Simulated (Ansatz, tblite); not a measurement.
# The cluster Cu₃Br₄−: isomers from a random search, part 2 of 2

Aim: relax the candidate shapes of the cluster Cu₃Br₄− that a cheap search turned up, and see how the levels of theory order them.

Ansatz 0.2.0, Gaussian basis; relaxed with PBE-D4/def2-SVPD, singlet. Earlier steps stand in the parts before.

## Step 15: Candidate C, GFN2-xTB

Tight binding, by tblite at 300 K electronic temperature and without a spin-polarisation term:

```python
tblite.interface.Calculator('GFN2-xTB', numbers, positions, charge=-1, uhf=0).singlepoint()
```

Energy -777.2873 eV, HOMO -5.45 eV, LUMO 0.81 eV; 0.013 s.

## Step 16: Candidate C, PBE0-D4/def2-SVP

in.yaml

```yaml
crystal:
  periodic: [false, false, false]
  atoms:
    - {symbol: Cu, position_ang: [-0.059814, -2.037468, 0.029757]}
    - {symbol: Cu, position_ang: [1.126720, 1.383795, 0.001225]}
    - {symbol: Cu, position_ang: [-1.980145, -0.479611, -0.033897]}
    - {symbol: Br, position_ang: [2.582693, 3.196366, 0.022713]}
    - {symbol: Br, position_ang: [1.943032, -0.962995, 0.038203]}
    - {symbol: Br, position_ang: [-2.271447, -2.800788, 0.013039]}
    - {symbol: Br, position_ang: [-1.341029, 1.700690, -0.071041]}
basis:
  gaussian: {orbitals: def2-SVP, initial_orbitals: start.molden}
total_charge: -1
hamiltonian: {xc: pbe0, dispersion: d4}
scf: {omitted_lower_state_checks: [starts]}
output: {orbitals: {seedname: orbitals}}
```

Started as:

```bash
> ansatz run in.yaml --threads 4 --pin off --events-out ev --progress --plain --max-ram 4787MiB
```

The program printed (excerpt; [...] marks lines left out):

```text
Functional definition: PBE0
  name "PBE0"
  cite "Adamo & Barone, J. Chem. Phys. 110, 6158 (1999) doi:10.1063/1.478522"
  cite "Perdew, Burke & Ernzerhof, Phys. Rev. Lett. 77, 3865 (1996) doi:10.1103/PhysRevLett.77.3865"
  parent pbe
[...]
2255 factors; integrals over basis functions are off by at most 9.3e-4 eV
[...]
mean field -414014.09308256 eV, -15214.7372919527 hartree, gradient 2.0e-5 eV, S^2 0.000000; 0 other end points of the search recorded, 0 dependent functions left out
reference -414014.09313578 eV, -15214.7372939084 hartree; 114, 114 occupied and 107, 107 virtual orbitals, 2255 factors
Total energy: -414014.50440901 eV, -15214.7524079208 hartree
Checks for a lower state left out: starts
```

Run time: 16 s. Hardware: 4 threads of Arm Neoverse V1, shared host; peak memory 1 GiB.

HOMO -1.65 eV, LUMO 2.31 eV.

## Step 17: Candidate C, PBE-D4/def2-SVP

in.yaml, as its differences from that of step 16:

```diff
@@ -13,4 +13,4 @@
 total_charge: -1
-hamiltonian: {xc: pbe0, dispersion: d4}
+hamiltonian: {xc: pbe, dispersion: d4}
 scf: {omitted_lower_state_checks: [starts]}
-output: {orbitals: {seedname: orbitals}}
+output: {forces: true, orbitals: {seedname: orbitals}}
```

Launched as before.

The program printed (excerpt; [...] marks lines left out):

```text
Functional definition: PBE
  name "PBE"
  cite "Perdew, Burke & Ernzerhof, Phys. Rev. Lett. 77, 3865 (1996) doi:10.1103/PhysRevLett.77.3865"
  parent pbe
[...]
2532 factors; their error is unknown
[...]
mean field -414003.67293818 eV, -15214.3543587098 hartree, gradient 1.5e-5 eV, S^2 0.000000; 0 other end points of the search recorded, 0 dependent functions left out
[...]
reference -414003.67300637 eV, -15214.3543612156 hartree; 114, 114 occupied and 107, 107 virtual orbitals, 2532 factors
Total energy: -414004.13786557 eV, -15214.3714444761 hartree
Atom 0 at    -0.059814    -2.037468     0.029757 Å, force    -0.034557     0.192964    -0.003691 eV/Å
Atom 1 at     1.126720     1.383795     0.001225 Å, force     0.017681     0.023543    -0.000194 eV/Å
Atom 2 at    -1.980145    -0.479611    -0.033897 Å, force     0.193932     0.003767     0.003766 eV/Å
Atom 3 at     2.582693     3.196366     0.022713 Å, force    -0.084005    -0.104855    -0.000744 eV/Å
Atom 4 at     1.943032    -0.962995     0.038203 Å, force    -0.036081    -0.080489     0.001283 eV/Å
Atom 5 at    -2.271447    -2.800788     0.013039 Å, force     0.013124     0.016156    -0.000646 eV/Å
Atom 6 at    -1.341029     1.700690    -0.071041 Å, force    -0.070094    -0.051086     0.000226 eV/Å
Dipole moment:    -1.081847    -1.341574    -0.005941 e Å
Checks for a lower state left out: starts
```

Wall time 7 s (4 threads of Arm Neoverse V1, shared host).

HOMO 0.01 eV, LUMO 1.61 eV. Doubts: highest occupied level lies above zero.

## Step 18: Candidate C, r2SCAN-D4/def2-SVP

in.yaml, as its differences from that of step 17:

```diff
@@ -13,4 +13,4 @@
 total_charge: -1
-hamiltonian: {xc: pbe, dispersion: d4}
+hamiltonian: {xc: r2scan, dispersion: d4}
 scf: {omitted_lower_state_checks: [starts]}
-output: {forces: true, orbitals: {seedname: orbitals}}
+output: {orbitals: {seedname: orbitals}}
```

Launched as before.

The program printed:

```text
Functional definition: r2SCAN
  name "r2SCAN"
  cite "Furness, Kaplan, Ning, Perdew & Sun, J. Phys. Chem. Lett. 11, 8208 (2020) doi:10.1021/acs.jpclett.0c02405"
  cite "Furness, Kaplan, Ning, Perdew & Sun, J. Phys. Chem. Lett. 11, 9248 (2020) doi:10.1021/acs.jpclett.0c03077"
  parent r2scan
  parameter k0 = 0.174
  parameter k1 = 0.065
  parameter a1 = 4.9479
  exchange = r2scan_x(k0 = k0, k1 = k1, a1 = a1)
  correlation = r2scan_c
these checks for a lower state are left out or cut short: starts
2532 factors; their error is unknown
mean field evaluation 1: about -414064.9697 eV, gradient 7.5e0 eV
mean field evaluation 2: about -414065.0956 eV, gradient 3.3e-1 eV
mean field evaluation 4: about -414064.8360 eV, gradient 2.5e-1 eV
mean field evaluation 8: about -414064.8360 eV, gradient 1.1e-5 eV
mean field -414064.83604260 eV, -15216.6020613391 hartree, gradient 1.1e-5 eV, S^2 0.000000; 0 other end points of the search recorded, 0 dependent functions left out
reference -414064.83606718 eV, -15216.6020622425 hartree; 114, 114 occupied and 107, 107 virtual orbitals, 2532 factors
Total energy: -414064.94196676 eV, -15216.6059539803 hartree
Checks for a lower state left out: starts
```

Run time: 15 s. Hardware: 4 threads of Arm Neoverse V1, shared host.

From the report: HOMO -0.12 eV, LUMO 1.82 eV.

## Step 19: Candidate C, B97M-V/def2-SVP

in.yaml, as its differences from that of step 18:

```diff
@@ -13,3 +13,3 @@
 total_charge: -1
-hamiltonian: {xc: r2scan, dispersion: d4}
+hamiltonian: {xc: {name: B97M-V}}
 scf: {omitted_lower_state_checks: [starts]}
```

Same command.

The program printed (excerpt; [...] marks lines left out):

```text
Functional definition: B97M-V
  name "B97M-V"
  cite "Mardirossian & Head-Gordon, J. Chem. Phys. 142, 074111 (2015) doi:10.1063/1.4907719"
  cite "Becke, J. Chem. Phys. 107, 8554 (1997) doi:10.1063/1.475007"
  cite "Vydrov & Van Voorhis, J. Chem. Phys. 133, 244103 (2010) doi:10.1063/1.3521275"
  # Of w^i u^j: cxij and so on, Table III.
[...]
  gx(w, u) = cx00 + cx01*u + cx02*u^2 + (cx10 + cx11*u)*w
  gss(w, u) = css00 + css02*u^2 + css10*w + (css32*w^3 + css42*w^4)*u^2
  gos(w, u) = cos00 + cos01*u + cos03*u^3 + cos10*w + cos32*w^3*u^2
[...]
      + integral(e_c_pw_mod_opposite_spin*gos(b97_w_opposite, b97_u_opposite)) + vv10(b, c)
[...]
2532 factors; their error is unknown
[...]
mean field -413988.82600965 eV, -15213.8087441499 hartree, gradient 2.5e-5 eV, S^2 0.000000; 0 other end points of the search recorded, 0 dependent functions left out
reference -413988.82611200 eV, -15213.8087479109 hartree; 114, 114 occupied and 107, 107 virtual orbitals, 2532 factors
Total energy: -413988.82611200 eV, -15213.8087479109 hartree
Checks for a lower state left out: starts
```

Wall time 27 s (4 threads of Arm Neoverse V1, shared host); peak memory 0.65 GiB.

From the report: HOMO -0.27 eV, LUMO 1.64 eV.

## Step 20: Candidate C, r2SCANh-D4/def2-SVP

in.yaml, as its differences from that of step 19:

```diff
@@ -13,3 +13,3 @@
 total_charge: -1
-hamiltonian: {xc: {name: B97M-V}}
+hamiltonian: {xc: {name: r2SCANh}, dispersion: d4}
 scf: {omitted_lower_state_checks: [starts]}
```

Same command.

The program printed (excerpt; [...] marks lines left out):

```text
Functional definition: r2SCANh
  name "r2SCANh"
  cite "Bursch, Neugebauer, Ehlert & Grimme, J. Chem. Phys. 156, 134105 (2022) doi:10.1063/5.0086040"
  cite "Furness, Kaplan, Ning, Perdew & Sun, J. Phys. Chem. Lett. 11, 8208 (2020) doi:10.1021/acs.jpclett.0c02405"
  cite "Furness, Kaplan, Ning, Perdew & Sun, J. Phys. Chem. Lett. 11, 9248 (2020) doi:10.1021/acs.jpclett.0c03077"
  parent r2scan
[...]
2255 factors; integrals over basis functions are off by at most 9.3e-4 eV
[...]
mean field -414063.14832218 eV, -15216.5400387578 hartree, gradient 1.7e-5 eV, S^2 0.000000; 0 other end points of the search recorded, 0 dependent functions left out
reference -414063.14834507 eV, -15216.5400395989 hartree; 114, 114 occupied and 107, 107 virtual orbitals, 2255 factors
Total energy: -414063.26989278 eV, -15216.5445063949 hartree
Checks for a lower state left out: starts
```

It took 22 s on 4 threads of Arm Neoverse V1, shared host; peak memory 1.1 GiB.

HOMO -0.80 eV, LUMO 2.08 eV.

## Step 21: Candidate C, MP2/def2-SVPD

in.yaml, as its differences from that of step 20:

```diff
@@ -11,5 +11,5 @@
 basis:
-  gaussian: {orbitals: def2-SVP, initial_orbitals: start.molden}
+  gaussian: {orbitals: def2-SVPD, initial_orbitals: start.molden}
 total_charge: -1
-hamiltonian: {xc: {name: r2SCANh}, dispersion: d4}
+correlation: {method: mp2, frozen_orbitals: {Br: 9, Cu: 9}}
 scf: {omitted_lower_state_checks: [starts]}
```

Launched as before.

The program printed:

```text
Functional definition: HF
  name "HF"
  cite "Fock, Z. Phys. 61, 126 (1930) doi:10.1007/BF01340294"
  parent pbe
  exchange = exact_x
  correlation = 0
these checks for a lower state are left out or cut short: starts
2661 factors; integrals over basis functions are off by at most 7.1e-4 eV
mean field evaluation 1: about -413744.5931 eV, gradient 5.6e1 eV
mean field evaluation 2: about -413747.3251 eV, gradient 4.1e0 eV
mean field evaluation 4: about -413748.3451 eV, gradient 2.3e0 eV
mean field evaluation 8: about -413748.3652 eV, gradient 6.4e-4 eV
mean field -413748.36518640 eV, -15204.9719718857 hartree, gradient 1.3e-6 eV, S^2 0.000000; 0 other end points of the search recorded, 0 dependent functions left out
63 core orbitals not correlated: weight in the atoms' cores, before any rotation towards them, 1.000 or more for the frozen orbitals, at most 0.000 for the correlated occupied ones
reference -413748.36518640 eV, -15204.9719718857 hartree; 51, 51 occupied and 152, 152 virtual orbitals, 2661 factors
second order -52.73876353 eV of doubles, -0.00000000 eV of singles
Total energy: -413801.10394993 eV, -15206.9100856978 hartree
Checks for a lower state left out: starts
```

Wall time 27 s (4 threads of Arm Neoverse V1, shared host); peak memory 1.4 GiB.

Report: Hartree-Fock HOMO -5.53 eV, LUMO 3.38 eV.

## Step 22: A against B

The energies of B at these levels come from its own runs, whose logs aren't repeated here.

```csv
level,A above B (kcal/mol),time
GFN1-xTB,-0.9,0.019 s
GFN2-xTB,+4.3,0.026 s
HF/def2-SVPD,-0.1,
PBE-D4/def2-SVP,+0.8,14 s
r2SCAN-D4/def2-SVP,+1.0,31 s
B97M-V/def2-SVP,+0.8,61 s
r2SCANh-D4/def2-SVP,+0.7,44 s
PBE0-D4/def2-SVP,+0.2,36 s
MP2/def2-SVPD,+1.4,54 s
```

Times add the two runs; a level without a time comes out of a correlated run.

## Step 23: C against B

The energies of B at these levels come from its own runs, whose logs aren't repeated here.

```csv
level,C above B (kcal/mol),time
GFN1-xTB,+13.7,0.02 s
GFN2-xTB,+2.3,0.026 s
HF/def2-SVPD,+1.7,
PBE-D4/def2-SVP,+16.2,14 s
r2SCAN-D4/def2-SVP,+17.4,33 s
B97M-V/def2-SVP,+15.3,59 s
r2SCANh-D4/def2-SVP,+16.7,45 s
PBE0-D4/def2-SVP,+15.1,34 s
MP2/def2-SVPD,+7.4,54 s
```

Times add the two runs; a level without a time comes out of a correlated run.

## Step 24: What came out

What follows sums up all 2 parts.

```
                                                         quantity                   value
A above B, range of the levels free of doubt, tight binding aside   -0.1 to +1.4 kcal/mol
                                          levels that put A lower  GFN1-xTB, HF/def2-SVPD
C above B, range of the levels free of doubt, tight binding aside  +1.7 to +17.4 kcal/mol
                                          levels that put C lower                    none
```

In words: The levels disagree on A and B: 2 of 9 put A lower. All levels free of doubt put B (C2v) below C (C2v), by 1.7 to 17.4 kcal/mol. The search was small, so a lower isomer may exist. Only singlets are compared; another spin may lie lower and prefer another shape.

The anion's highest level is positive in at least one run, so there the basis alone may hold the extra electron.
